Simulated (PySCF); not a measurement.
# CH5BF2Si: the cost of one run

Programs: PySCF 2.14.0, with density-fitted response routines of our own. Each step states its level of theory. These are calculated values for one molecule in the gas phase, unless marked as measured. Atoms are numbered from 0 throughout.

### 1 The starting structure

10 atoms, charge 0, multiplicity 1; geometry from: GFN2-xTB. The atoms were then displaced at random by about 0.01 Å, so the start is not that level's minimum.

Bonds of the start (Å): F0–B1 1.32, B1–F2 1.33, B1–C3 1.57, C3–Si4 1.88, C3–H5 1.09, C3–H6 1.09, Si4–H7 1.47, Si4–H8 1.49, Si4–H9 1.46.

### 2 Optimising the geometry at PBE0-D3(BJ)/def2-SVP

The job: settings as JSON, then the geometry in Å.

```
{"job": {"xc": "PBE0", "basis": "def2-SVP", "d3": "d3bj", "grid": 1, "shake": 0.01, "kind": "geom"}, "charge": 0, "multiplicity": 1}
F     -1.954780     0.420420     1.355310
B     -1.494850     0.341220     0.121630
F     -2.019470     1.232550    -0.722270
C     -0.334050    -0.645140    -0.269800
Si     1.347660     0.138140     0.054270
H     -0.415420    -0.910640    -1.321910
H     -0.411400    -1.564600     0.319320
H      1.509590     1.367150    -0.739020
H      1.479740     0.454000     1.508890
H      2.343410    -0.854020    -0.327470
```

Command:

```sh
OMP_NUM_THREADS=1 python probes_run.py task.json out
```

The driver reads the jobs from task.json and runs them one after another.

Q: Estimate the wall time and peak memory of this first job on 1 thread of Arm Neoverse V1, shared host.

About 40 s, with a peak of 0.41 GiB.
